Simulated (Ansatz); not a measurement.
**GaNH₆ (SMILES [NH3+][GaH3-]): a rigid scan of the bond length Ga2–H6**

How does the energy rise as the bond length Ga2–H6 leaves its equilibrium value, and do density functionals follow CCSD(T)? No other atom is relaxed.

The runs use Ansatz 0.2.0, Gaussian basis; single points in def2-TZVPP.

Levels: PBE-D4, r2SCAN-D4, PBE0-D4, B3LYP-D4, wB97M-V, Hartree-Fock, MP2, CCSD, CCSD(T). The scan takes 1.423, 1.455, 1.502, 1.556, 1.616, 1.681, 1.750, 1.822, 1.898 Å.

Cores are frozen in the correlated methods. Filled d shells of the heavier atoms are correlated. B3LYP uses VWN-RPA correlation.

35 further runs of the same task are left out: 35 set aside as unsound or not needed.

**1. Where the work starts**

The minimum, relaxed at PBE0-D4: SMILES `[NH3+][GaH3-]`, 8 atoms, charge 0, spin multiplicity 1.

Atoms are counted from 1 here; the program's logs count them from 0.

Bond lengths: N1–Ga2 2.151 Å, N1–H3 1.013 Å, N1–H4 1.013 Å, N1–H5 1.013 Å, Ga2–H6 1.582 Å, Ga2–H7 1.582 Å, Ga2–H8 1.582 Å. Angles: Ga2–N1–H3 110.7°, Ga2–N1–H4 110.7°, Ga2–N1–H5 110.7°, H3–N1–H4 108.2°, H3–N1–H5 108.2°, H4–N1–H5 108.2°, N1–Ga2–H6 98.3°, N1–Ga2–H7 98.3°, N1–Ga2–H8 98.3°, H6–Ga2–H7 118.0°, H6–Ga2–H8 118.0°, H7–Ga2–H8 118.0°.

Coordinates:

```xyz
8

N    -0.3133   -0.1536   -0.9702
Ga    0.3672    0.1532    1.0475
H    -0.3345    0.7232   -1.4780
H    -1.2474   -0.5466   -0.9770
H     0.3023   -0.7904   -1.4625
H    -0.7552    1.1645    1.5156
H     1.8002    0.7362    0.7188
H     0.2730   -1.3435    1.5501
```

Energies of the minimum (eV), from earlier single points: PBE-D4 -53956.57693, r2SCAN-D4 -53965.49279, PBE0-D4 -53957.93962, B3LYP-D4 -53968.51741, wB97M-V -53962.65658, CCSD(T) -53925.98595.

At the minimum the bond length Ga2–H6 is 1.582 Å.

**2. Ga2–H6 = 1.423 Å**

ccsdt-tzvpp/in.yaml

```yaml
crystal:
  periodic: [false, false, false]
  atoms:
    - {symbol: N, position_ang: [-0.313318, -0.153571, -0.970204]}
    - {symbol: Ga, position_ang: [0.367156, 0.153185, 1.047535]}
    - {symbol: H, position_ang: [-0.334477, 0.723188, -1.477993]}
    - {symbol: H, position_ang: [-1.247374, -0.546623, -0.977022]}
    - {symbol: H, position_ang: [0.302322, -0.790420, -1.462549]}
    - {symbol: H, position_ang: [-0.642659, 1.063056, 1.468651]}
    - {symbol: H, position_ang: [1.800225, 0.736159, 0.718800]}
    - {symbol: H, position_ang: [0.273010, -1.343516, 1.550133]}
basis:
  gaussian: {orbitals: def2-TZVPP}
correlation: {method: ccsd_t}
```

No record of the launch command was kept for these runs.

The runs that follow: Ga2–H6 = 1.455 Å; Ga2–H6 = 1.502 Å; Ga2–H6 = 1.556 Å; Ga2–H6 = 1.616 Å; Ga2–H6 = 1.681 Å; Ga2–H6 = 1.750 Å; Ga2–H6 = 1.822 Å; Ga2–H6 = 1.898 Å.

What does the calculation give? Wanted: highest point, CCSD(T); lowest point, CCSD(T); minimum along the scan, CCSD(T); RMS deviation from CCSD(T); largest T1 diagnostic.

The runs gave:

```
                       quantity                                                                                                            value
         highest point, CCSD(T)                                                                                         10.7 kcal/mol at 1.898 Å
          lowest point, CCSD(T)                                                                                          0.0 kcal/mol at 1.582 Å
minimum along the scan, CCSD(T)                                                                                                          1.575 Å
                curvature there                                                                                                       13.5 eV/Å²
     RMS deviation from CCSD(T)  PBE-D4 0.7, r2SCAN-D4 0.1, PBE0-D4 0.2, B3LYP-D4 0.3, wB97M-V 0.1, Hartree-Fock 0.8, MP2 0.6, CCSD 0.0 kcal/mol
          largest T1 diagnostic                                                                                                            0.012
```

**Reading.** A polynomial through the near points puts the CCSD(T) minimum 0.007 Å below the PBE0-D4 value. The well is lopsided: squeezing costs more than stretching by the same length. Curvature against CCSD(T): PBE-D4 -7 %, Hartree-Fock +1 %. The curve of CCSD lies nearest to CCSD(T), that of Hartree-Fock farthest.
